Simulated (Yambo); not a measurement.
Here is a Yambo 5.3.0 calculation.

The input optics1.in:

```
optics
chi
Chimod= "HARTREE"
% BndsRnXd
 1 | 32 |
%
NGsBlkXd= 4 Ry
% LongDrXd
 1 | 1 | 0 |
%
% QpntsRXd
 1 | 1 |
%
% EnRngeXd
 0 | 30 | eV
%
% DmRngeXd
 0.2 | 0.2 | eV
%
ETStpsXd= 150
```

The input scf.in:

```
&CONTROL
  calculation = 'scf'
  prefix = 'pwscf'
  outdir = './tmp'
  pseudo_dir = './pseudo'
/
&SYSTEM
  ibrav = 0
  nat = 1
  ntyp = 1
  ecutwfc = 56
  nbnd = 13
  occupations = 'smearing'
  smearing = 'fd'
  degauss = 0.00367493
  force_symmorphic = .true.
/
&ELECTRONS
  conv_thr = 2d-10
  electron_maxstep = 120
  mixing_beta = 0.5
/
ATOMIC_SPECIES
Pb   207.2000 Pb.upf
CELL_PARAMETERS angstrom
   0.0000000000    2.4750200000    2.4750200000
   2.4750200000    0.0000000000    2.4750200000
   2.4750200000    2.4750200000    0.0000000000
ATOMIC_POSITIONS crystal
Pb     0.0000000000    0.0000000000    0.0000000000
K_POINTS automatic
14 14 14 0 0 0
```

nscf.in

```
&CONTROL
  calculation = 'nscf'
  prefix = 'pwscf'
  outdir = './tmp'
  pseudo_dir = './pseudo'
/
&SYSTEM
  ibrav = 0
  nat = 1
  ntyp = 1
  ecutwfc = 56
  nbnd = 32
  occupations = 'smearing'
  smearing = 'fd'
  degauss = 0.00367493
  force_symmorphic = .true.
/
&ELECTRONS
  conv_thr = 1d-08
  diago_full_acc = .true.
  diago_thr_init = 1d-06
/
ATOMIC_SPECIES
Pb   207.2000 Pb.upf
CELL_PARAMETERS angstrom
   0.0000000000    2.4750200000    2.4750200000
   2.4750200000    0.0000000000    2.4750200000
   2.4750200000    2.4750200000    0.0000000000
ATOMIC_POSITIONS crystal
Pb     0.0000000000    0.0000000000    0.0000000000
K_POINTS automatic
14 14 14 0 0 0
```

Potentials or basis: PseudoDojo 0.4.1 SR LDA standard.

Command:

```sh
$ OMP_NUM_THREADS=1 pw.x -in scf.in > scf.out
$ OMP_NUM_THREADS=1 pw.x -in nscf.in > nscf.out
$ cd tmp/pwscf.save; p2y; mv SAVE ../..; cd ../..
$ OMP_NUM_THREADS=1 yambo
$ OMP_NUM_THREADS=1 yambo -F optics1.in -J optics1 -C optics1_out
```

Estimate the peak of the energy-loss function.

7.0 eV.

Estimate the band gap on the k mesh, mean-field level.

none (metal or under the smearing width).

Dielectric function (along the field direction of the input):
```csv
energy (eV),real part,imaginary part
0.40,16.04,0.68
0.81,18.24,2.14
1.21,20.31,7.81
1.81,12.36,20.27
2.21,3.85,19.90
2.82,-4.60,15.20
3.22,-4.97,10.18
3.83,-4.95,6.94
4.23,-4.73,3.73
4.83,-3.02,2.22
5.23,-2.34,1.36
5.84,-1.34,0.89
6.24,-1.00,0.68
6.85,-0.26,0.59
7.25,0.02,0.67
7.85,0.12,0.80
8.26,0.16,0.76
8.86,0.31,0.75
9.26,0.34,0.63
9.87,0.24,0.63
10.27,0.41,0.40
10.87,0.47,0.54
11.28,0.43,0.45
11.88,0.57,0.33
12.28,0.59,0.27
12.89,0.67,0.27
13.29,0.72,0.20
13.89,0.80,0.16
14.30,0.83,0.13
14.90,0.95,0.12
15.30,1.00,0.15
15.91,1.05,0.13
16.31,1.09,0.11
16.91,1.24,0.19
17.32,1.24,0.27
17.92,1.19,0.33
18.32,1.25,0.32
18.93,1.18,0.49
19.33,1.14,0.44
19.93,1.10,0.45
```

Caveat: the intraband (Drude) term of the metal is left out; these spectra lack excitons. The run has no spin-orbit coupling, so splittings on Pb are missing.
